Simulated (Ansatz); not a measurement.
Runs of Ansatz 0.2.0 on BaH4. Symmetry: R-3m, No. 166, trigonal system. Conventional cell: a = 4.582 Å, b = 4.582 Å, c = 10.609 Å, α = 90.00°, β = 90.00°, γ = 120.00°. Ba (site symmetry -3m) is surrounded by 14 H at 2.75 to 2.98 Å. H (site symmetry 3m) has 1 H at 2.17 Å as nearest neighbours. H (site symmetry 3m) is surrounded by 1 H at 0.77 Å. The cell was built by a generator and needn't be a form met in nature.

```csv
task,level,cell,points for each segment of the path,gap on the mesh (eV),pressure (GPa),relaxed volume (Å³/atom),largest force (eV/Å)
band structure,PBEsol,as given,14,2.55,-1.6,-,0.47
relaxation of cell and atoms,PBE+D3(BJ),relaxed,-,2.76,0.0,12.33,0.01
band structure,revPBE,as given,14,(b),(a),-,0.21
relaxation of cell and atoms,PBE+D4,relaxed,-,2.75,0.0,12.27,-
band structure,PBE,as given,14,(c),0.0,-,-
band structure,RPBE,as given,14,2.90,1.5,-,0.29
band structure,LDA,as given,14,2.44,-2.7,-,0.77
```

Alike in all rows: potentials or basis Ansatz PAW; no spin polarisation; k mesh 5 × 5 × 5; cutoff (eV) 420; smearing fermi-dirac 0.05 eV.

Task: Fill in the values left out.

Result: (a) 1.1; (b) 2.86; (c) 2.74.

Caveats: spin-orbit coupling is left out, which moves the levels of the heavy elements; the k mesh misses the band edges, so the gap on the mesh is wider than the one along the path (some runs); the PAW data sets come from PBE, with cores solved anew for the run's functional, which leaves a small shift of forces and pressure (some runs); odd divisions of the mesh miss points on the zone boundary, where band edges often lie, so the gap on the mesh can be too wide (some runs); the plane-wave basis is chosen anew once the cell has moved, so the energies of steps on either side of that aren't comparable (some runs); the potentials were made for another functional, which shifts forces and pressure (some runs).

A k mesh can miss the band edges, and the runs leave out spin-orbit coupling on Ba.

Not every run made on this cell is shown here.
